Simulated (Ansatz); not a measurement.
ClHOSn, SMILES [OH][Sn][Cl], a rigid scan of one bond length

Program: Ansatz 0.2.0 through its Python package.

Run as a notebook:

```python
import ansatz
import numpy as np

BASIS_SET = "def2-SVP"
XC = "pbe0"
```

```python
GEOMETRY = """
O    -0.45850    0.62750   -0.80060
Sn   -0.17610   -0.54070    0.71910
Cl    2.10530   -0.95600    0.88390
H    -1.41510    0.80890   -0.82270
"""
```

```python
molecule = ansatz.Crystal.molecule()
for line in GEOMETRY.strip().splitlines():
    symbol, *xyz = line.split()
    molecule = molecule.atom(symbol, [float(v) for v in xyz])

symbols = [site.symbol for site in molecule.cartesian_sites]
start = np.array([site.position_ang for site in molecule.cartesian_sites])
axis = (start[3] - start[0]) / np.linalg.norm(start[3] - start[0])
moving = [3]
lengths, energies = [0.857, 0.896, 0.935, 0.974, 1.013, 1.052, 1.091, 1.149], []
for length in lengths:
    xyz = start.copy()
    xyz[moving] += (length - np.linalg.norm(start[3] - start[0])) * axis
    point = ansatz.Crystal.molecule()
    for symbol, place in zip(symbols, xyz):
        point = point.atom(symbol, place.tolist())
    calc = point.calculation().basis(gaussian=BASIS_SET).functional(XC)
    rep = calc.run(threads=1).report
    energies.append(rep["free_energy_ev"])
    print(f"r = {length:6.3f} A  E = {energies[-1]:.5f} eV  <S^2> = {abs(rep['mean_field']['state']['spin_squared']):.3f}")
```

    r =  0.857 A  E = -20407.00097 eV  <S^2> = 0.000
    r =  0.896 A  E = -20407.25454 eV  <S^2> = 0.000
    r =  0.935 A  E = -20407.37965 eV  <S^2> = 0.000
    r =  0.974 A  E = -20407.40607 eV  <S^2> = 0.000
    r =  1.013 A  E = -20407.35707 eV  <S^2> = 0.000
    r =  1.052 A  E = -20407.25082 eV  <S^2> = 0.000
    r =  1.091 A  E = -20407.10155 eV  <S^2> = 0.000
    r =  1.149 A  E = -20406.82333 eV  <S^2> = 0.000

```python
fit = np.polynomial.Polynomial.fit(lengths, np.array(energies) - min(energies), 4).convert()
roots = [r.real for r in fit.deriv().roots() if abs(r.imag) < 1e-9 and fit.deriv(2)(r.real) > 0]
r_e = min(roots, key=lambda r: abs(r - lengths[int(np.argmin(energies))]))
print(f"minimum of the fit at {r_e:.4f} A, force constant {fit.deriv(2)(r_e):.2f} eV/A^2")
```

    minimum of the fit at 0.9664 A, force constant 52.42 eV/A^2

Total energies depend on the basis set; only differences at equal settings carry meaning. The rest of the molecule is held rigid at a force-field or estimated start geometry, and the basis set is modest; single-reference methods fail as a bond breaks. def2 sets replace the cores of elements past krypton by effective core potentials. The orbitals are restricted, so S² is zero by construction. Wall time of the script: 10 s on 1 thread of Intel(R) Xeon(R) Platinum 8488C (Sapphire Rapids), on a shared host, peak memory 0.2 GiB.

(Lines on the test bed's own set-up are left out of the output.)
